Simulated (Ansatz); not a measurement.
Set up this calculation in Ansatz 0.2.0, as the native input.

```
Task                : single point
Functional          : PBE
Potentials or basis : all-electron LAPW, scalar-relativistic
Cutoff              : 234 eV (chosen from the basis error)
Basis error allowed : 0.001 eV/atom
k mesh              : 7 × 7 × 6
Occupations         : fermi-dirac, width 0.05 eV
Spin                : no spin polarisation
```

Crystal: BiSbSe.

```
Sb Bi Se
1.0
     4.81662    0.00000    0.00000
    -2.40831    4.17131    0.00000
     0.00000    0.00000    4.70240
Sb Bi Se
1 1 1
Direct
  0.66667 0.33333 0.50000
  0.00000 0.00000 0.00000
  0.33333 0.66667 0.50000
```

The cell was built by a generator and needn't be a form met in nature.

The input as run:

input.yaml

```yaml
crystal:
  lattice:
    - [4.81661551, 0.0, 0.0]
    - [-2.40830776, 4.17131139, 0.0]
    - [0.0, 0.0, 4.70240331]
  atoms:
    - { symbol: Sb, position: [0.66666667, 0.33333333, 0.5] }
    - { symbol: Bi, position: [0.0, 0.0, 0.0] }
    - { symbol: Se, position: [0.33333333, 0.66666667, 0.5] }
kpoints:
  mp_grid: { grid: [7, 7, 6] }
scf:
  occupations: { method: fermi_dirac, width: 0.05 }
hamiltonian:
  xc: pbe
  pseudopotentials: { kind: all_electron, lapw: { basis_error: 0.001 } }
output:
  forces: true
  stress: true
  eigenvalues: true
  populations: true
```

Potentials or basis: all-electron LAPW, scalar-relativistic.

Command:

```sh
$ ansatz run input.yaml --threads 2 --pin off --max-ram 6144MiB --backend cpu --events-out ev --progress --plain --runs-dir out
```

It gave:

```json
{
  "Pressure": "-1.1 GPa",
  "Band gap on the k mesh": "none (metal or under the smearing width)",
  "Loewdin charges": "Sb +0.23; Bi +0.09; Se -0.18 e"
}
```

Caveat: spin-orbit coupling is left out, which moves the levels of the heavy elements.

Wall time 32 s on 2 threads of Arm Neoverse V1, with other jobs on the host, peak memory 0.47 GiB.
